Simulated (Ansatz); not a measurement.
F2GeH4Si, SMILES F[SiH2][GeH2][F], vertical spin-state energies

Computed with Ansatz 0.2.0, Python API.

The cells in order, each with its output:

In [1]:
```python
import ansatz

geometry_ang = [
    ("F", [-2.0041, 1.0094, -0.2864]),
    ("Si", [-0.395, 1.0929, -0.0137]),
    ("Ge", [0.3987, -1.0635, 0.0457]),
    ("F", [0.1934, -1.8498, -1.478]),
    ("H", [0.2763, 1.8292, -1.1125]),
    ("H", [-0.1304, 1.7777, 1.2705]),
    ("H", [1.9855, -1.0244, 0.3253]),
    ("H", [-0.2323, -1.8286, 1.1931]),
]
geometry = ansatz.Crystal.molecule()
for symbol, xyz in geometry_ang:
    geometry = geometry.atom(symbol, xyz)
```

In [2]:
```python
calc = (
    geometry.calculation()
    .basis(gaussian="def2-SVPD")
    .functional("r2scan")
)
found = {}
for unpaired in [0, 2]:
    summary = calc.spin("collinear", total=unpaired).run(threads=1).report
    s = unpaired / 2
    found[unpaired] = summary["free_energy_ev"]
    print(f"2S+1 = {unpaired + 1}: E = {found[unpaired]:.5f} eV, <S^2> = {abs(summary['mean_field']['state']['spin_squared']):.3f} (pure state {s * (s + 1):.2f})")
lowest = min(found, key=found.get)
for unpaired, e in found.items():
    print(f"multiplicity {unpaired + 1}: {(e - found[lowest]):.3f} eV above the lowest")
```
```text
2S+1 = 1: E = -69880.25964 eV, <S^2> = 0.000 (pure state 0.00)
2S+1 = 3: E = -69875.12676 eV, <S^2> = 2.005 (pure state 2.00)
multiplicity 1: 0.000 eV above the lowest
multiplicity 3: 5.133 eV above the lowest
```

In order: multiplicity 1 (+0.00 eV) and multiplicity 3 (+5.13 eV), all at the one geometry.

What to keep in mind:
- Total energies depend on the basis set; only differences at equal settings carry meaning.
- The geometry is a force-field or estimated start, not a minimum of this method, and the basis set is short of its limit. All parts are taken at fixed geometry, without zero-point energy.
- Wall time of the script: 34 s on 1 thread of AMD EPYC 9B14 (Zen 4), on a shared host, peak memory 0.39 GiB.
